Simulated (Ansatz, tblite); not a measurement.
**The cluster Ga4P4: rung by rung**

One table from this session's results is given with a row withheld; the runs are named, their logs left out.

Method: as each input shows; program: Ansatz 0.2.0, Gaussian basis.

The runs, in order: GFN1-xTB, GFN2-xTB, PBE-D4/def2-TZVP, r2SCAN-D4/def2-TZVP, BLYP-D4/def2-TZVP, B2PLYP/def2-TZVP, PBE-D4/def2-SVP, PBE0-D4/def2-SVP, HF/6-31G, B3LYP-D4/6-31G, PBE0-D4/def2-TZVPD, PBE-D4/def2-TZVPD, MP2/def2-SVP, RPA/def2-SVP.

11 further runs of the same task are left out: 9 that didn't finish, 2 set aside as unsound or not needed. Runs told in other sessions of the task aren't counted.

### The relaxed structure

The singlet was relaxed beforehand with PBE0-D4/def2-SVP. At that level it is the lowest of the isomers that a small search found.

8 atoms, charge 0, spin multiplicity 1.

Bond lengths: Ga1–P5 2.522 Å, Ga2–P7 2.522 Å, Ga3–P6 2.522 Å, Ga4–P8 2.522 Å, P5–P6 2.295 Å, P5–P7 2.295 Å, P6–P8 2.295 Å, P7–P8 2.295 Å. Angles: Ga1–P5–P6 73.8°, Ga1–P5–P7 73.8°, P6–P5–P7 86.1°, Ga3–P6–P5 73.8°, Ga3–P6–P8 73.8°, P5–P6–P8 86.1°, Ga2–P7–P5 73.8°, Ga2–P7–P8 73.8°, P5–P7–P8 86.1°, Ga4–P8–P6 73.8°, Ga4–P8–P7 73.8°, P6–P8–P7 86.1°.

PBE0-D4/def2-TZVP was run before; its log isn't repeated, and its numbers join the tables.

Set-up of the first run:

Tight binding, by tblite at 300 K electronic temperature and without a spin-polarisation term:

```python
tblite.interface.Calculator('GFN1-xTB', numbers, positions, charge=0, uhf=0).singlepoint()
```

Tight binding, by tblite at 300 K electronic temperature and without a spin-polarisation term:

```python
tblite.interface.Calculator('GFN2-xTB', numbers, positions, charge=0, uhf=0).singlepoint()
```

start.molden holds the orbitals of an earlier run on this state, given as this run's starting guess.

The input, in.yaml:

```yaml
crystal:
  periodic: [false, false, false]
  atoms:
    - {symbol: Ga, position_ang: [1.151870, 2.189251, -1.028151]}
    - {symbol: Ga, position_ang: [0.303687, -2.624803, -0.440956]}
    - {symbol: Ga, position_ang: [0.348830, -1.374059, 2.273015]}
    - {symbol: Ga, position_ang: [-1.804310, 1.809640, -0.803889]}
    - {symbol: P, position_ang: [1.593419, -0.068976, 0.005240]}
    - {symbol: P, position_ang: [-0.020042, 0.923674, 1.299965]}
    - {symbol: P, position_ang: [-0.067446, -0.387702, -1.545529]}
    - {symbol: P, position_ang: [-1.505998, -0.467006, 0.240306]}
basis:
  gaussian: {orbitals: def2-TZVP, initial_orbitals: start.molden}
hamiltonian: {xc: pbe, dispersion: d4}
scf: {omitted_lower_state_checks: [starts]}
output: {forces: true, orbitals: {seedname: orbitals}}
```

The run is started by

```sh
$ ansatz run in.yaml --threads 4 --pin off --events-out ev --progress --plain --max-ram 4787MiB
```

Among the steps run: PBE-D4/def2-TZVP; r2SCAN-D4/def2-TZVP; BLYP-D4/def2-TZVP; B2PLYP/def2-TZVP; PBE-D4/def2-SVP; PBE0-D4/def2-SVP; HF/6-31G; B3LYP-D4/6-31G; PBE0-D4/def2-TZVPD; PBE-D4/def2-TZVPD; MP2/def2-SVP; RPA/def2-SVP.

One table of the session follows, with a row left open; its other results are not shown here.

It belongs to the step «Binding energy». 

```
              level  binding an atom (eV)
           HF/6-31G                 0.496
        HF/def2-SVP                 0.996
    PBE-D4/def2-SVP                 2.752
   PBE-D4/def2-TZVP                 2.793
  PBE-D4/def2-TZVPD                 2.796
  BLYP-D4/def2-TZVP                     ?
r2SCAN-D4/def2-TZVP                 2.602
     B3LYP-D4/6-31G                 2.147
   PBE0-D4/def2-SVP                 2.591
  PBE0-D4/def2-TZVP                 2.642
 PBE0-D4/def2-TZVPD                 2.647
   B2PLYP/def2-TZVP                 2.446
       RPA/def2-SVP                 2.032
       MP2/def2-SVP                 2.186
```

**Question.** Estimate the row for BLYP-D4/def2-TZVP.

The run gave: binding an atom (eV): 2.608. In the column «binding an atom (eV)» it lies between r2SCAN-D4/def2-TZVP (2.602) and PBE0-D4/def2-TZVP (2.642).

Caveats from the session: Free atoms were run apart at each level; binding is atoms less cluster, divided by the number of atoms, without zero-point or spin-orbit terms.
